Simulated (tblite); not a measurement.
# C6H12GeO: the cost of one run

Computed with tblite 0.8.0 and PySCF 2.14.0, with density-fitted response routines of our own, on a single molecule in the gas phase. Atoms count from 0, in the outputs and in this text.

## 1. Starting geometry

20 atoms, charge 0, multiplicity 1; geometry from: force field or distance geometry start.

Bonds of the start (Å): C0–C1 1.32, C1–C2 1.49, C2–C3 1.51, C3–C4 1.47, C4–C5 1.33, C5–O6 1.39, O6–Ge7 1.83, C0–H8 1.09, C0–H9 1.11, C1–H10 1.10, C2–H11 1.10, C2–H12 1.09, C3–H13 1.10, C3–H14 1.13, C4–H15 1.07, C5–H16 1.08, Ge7–H17 1.55, Ge7–H18 1.54, Ge7–H19 1.54.

## 2. Relaxing the molecule with GFN2-xTB

What the job is given:

```
{"job": {"kind": "relax", "xc": "GFN2-xTB", "basis": "xTB"}, "charge": 0, "multiplicity": 1}
C     -3.789900    -0.773800    -0.454600
C     -2.991900     0.117700     0.111100
C     -1.743900     0.631300    -0.531100
C     -0.631400     0.226600     0.413900
C      0.646700     0.699500    -0.147100
C      1.561900    -0.218000    -0.439200
O      2.776000     0.195100    -0.980900
Ge     4.279100    -0.202500    -0.024500
H     -3.616400    -1.184100    -1.448100
H     -4.681500    -1.089200     0.118800
H     -3.226600     0.481900     1.119500
H     -1.820700     1.730200    -0.607900
H     -1.525900     0.159000    -1.487900
H     -0.828600     0.680300     1.401200
H     -0.652400    -0.899100     0.489600
H      0.873300     1.722900    -0.343400
H      1.393300    -1.273000    -0.250300
H      3.975300    -1.430600     0.875900
H      4.649700     1.020800     0.836700
H      5.348800    -0.584200    -1.064400
```

Launch:

```sh
OMP_NUM_THREADS=1 python probes_run.py task.json out
```

This one command runs all jobs of the session in turn.

Q: Estimate the wall time of this first job on 1 thread of AMD EPYC 7R43, shared host.

About 1.4 s.
